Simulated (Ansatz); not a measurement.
Runs of Ansatz 0.2.0 on Ni. The cell holds a sheet with vacuum, 1 atom: a = 2.259 Å, b = 2.259 Å, c = 23.800 Å, α = 90.00°, β = 90.00°, γ = 90.00°. The cell was built by a generator and needn't be a form met in nature.

| task | level | cutoff (eV) | basis error allowed | gap on the mesh (eV) | moment (μB) | work function (eV) |
| --- | --- | --- | --- | --- | --- | --- |
| single point | PBEsol | 360 | 0.002 eV/atom | none | 0.88 | 5.37 |
| projected density of states | PBE | 361 | 0.002 eV/atom | - | 0.88 | 5.25 |
| single point | PBE | 389 | 0.001 eV/atom | none | 0.88 | 5.25 |
| single point | PBE | 361 | 0.002 eV/atom | none | 0.88 | 5.25 |
| single point | LDA | 360 | 0.002 eV/atom | none | 0.85 | (a) |

Alike in all rows: potentials or basis all-electron LAPW, scalar-relativistic; spin collinear, ferromagnetic start; cell as given; k mesh 12 × 12 × 1; smearing fermi-dirac 0.05 eV.

Question: Fill in the values left out.

Answer: (a) 5.62.

A gap of «none» marks a metal or a gap under the smearing width.
